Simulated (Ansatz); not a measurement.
**Cl₂FGeI: vertical ionisation energy**

Aim: the vertical ionisation energy of Cl₂FGeI, as cation minus neutral at the neutral's geometry, on several levels, and how well −ε(HOMO) stands in for it.

Program: Ansatz 0.2.0, Gaussian basis. Level of theory: unrestricted cation, the program's frozen cores in correlated methods. These are calculated values, not measurements.

Levels to be run: UKS PBE-D4/def2-TZVPP; UKS r2SCAN-D4/def2-TZVPP; UKS PBE0-D4/def2-TZVPP; UKS B3LYP-D4/def2-TZVPP; UKS wB97X-V/def2-TZVPP; UKS wB97M-V/def2-TZVPP; UKS B2PLYP/def2-TZVPP; UHF-CCSD(T)/def2-TZVPP; UHF-MP2/def2-QZVPP; extrapolation to the limit; then −ε(HOMO) from the neutral's earlier runs with LDA (SPW92), PBE-D4, revPBE-D4, BLYP-D4, r2SCAN-D4, B97M-V, PBE0-D4, B3LYP-D4, r2SCANh-D4, r2SCAN0-D4, HSE06-D4, BHLYP-D4, CAM-B3LYP-D4, LC-ωPBE, ωB97X-V, ωB97M-V.

## (1) Structure used throughout

The geometry comes from an earlier relaxation with PBE0-D4 in a triple-zeta def2 set; it is a stationary point. I takes the def2 core potential; no spin-orbit term is included.

5 atoms, charge 0, spin multiplicity 1.

Atoms are counted from 1 here; the program's logs count them from 0.

Bond lengths: F1–Ge2 1.717 Å, Ge2–Cl3 2.116 Å, Ge2–Cl4 2.116 Å, Ge2–I5 2.466 Å. Angles: F1–Ge2–Cl3 106.6°, F1–Ge2–Cl4 106.6°, F1–Ge2–I5 108.6°, Cl3–Ge2–Cl4 109.9°, Cl3–Ge2–I5 112.4°, Cl4–Ge2–I5 112.4°.

## (2) Cation, UKS PBE-D4/def2-TZVPP

File in.yaml:

```yaml
crystal:
  periodic: [false, false, false]
  atoms:
    - {symbol: F, position_ang: [-0.395740, -0.050008, 1.716875]}
    - {symbol: Ge, position_ang: [-0.006633, -0.060081, 0.044763]}
    - {symbol: Cl, position_ang: [1.716243, -1.269672, -0.167055]}
    - {symbol: Cl, position_ang: [-1.643804, -0.957139, -0.950848]}
    - {symbol: I, position_ang: [0.379733, 2.263200, -0.685136]}
basis:
  gaussian: {orbitals: def2-TZVPP}
total_charge: 1
magnetization: {spin_polarized: true, initial_magnetization: 1}
hamiltonian: {xc: pbe, dispersion: d4}
```

Run with:

```
> ansatz run in.yaml --threads 2 --pin off --events-out ev --progress --plain --max-ram 22528MiB --backend cpu
```

The runs that follow: Cation, UKS r2SCAN-D4/def2-TZVPP; Cation, UKS PBE0-D4/def2-TZVPP; Cation, UKS B3LYP-D4/def2-TZVPP; Cation, UKS wB97X-V/def2-TZVPP; Cation, UKS wB97M-V/def2-TZVPP; Cation, UKS B2PLYP (frozen core)/def2-TZVPP; Cation, UHF-CCSD(T)/def2-TZVPP; Cation, UHF-MP2/def2-QZVPP.

**Question.** What will the summary of the whole plan be? Wanted: ionisation energy, CCSD(T)/CBS; nearest functional by difference; nearest −ε(HOMO); −ε(HOMO) of PBE; T1 of the cation.

**Answer**, as computed:

| quantity | value |
| --- | --- |
| ionisation energy, CCSD(T)/CBS | 10.91 eV |
| nearest functional by difference | ωB97X-V (-0.14 eV) |
| nearest −ε(HOMO) | ωB97X-V (-0.08 eV) |
| −ε(HOMO) of PBE | 7.34 eV |
| T1 of the cation | 0.013 |

Energy differences with functionals land within 0.66 eV of the reference. The PBE orbital energy is 3.6 eV too small: a semilocal HOMO is no ionisation energy. Among orbital estimates ωB97X-V comes nearest. Hartree-Fock falls 0.99 eV short, as the neutral has more correlation energy than the cation. The cation may have settled in a state other than its lowest; no search over hole states beyond the program's own was made. Correlated methods include outer-core shells of Ge, I, which these sets cover unevenly. With outer-core shells in play the reference is unsure by up to some tenths of an eV, so close misses can't be ranked.
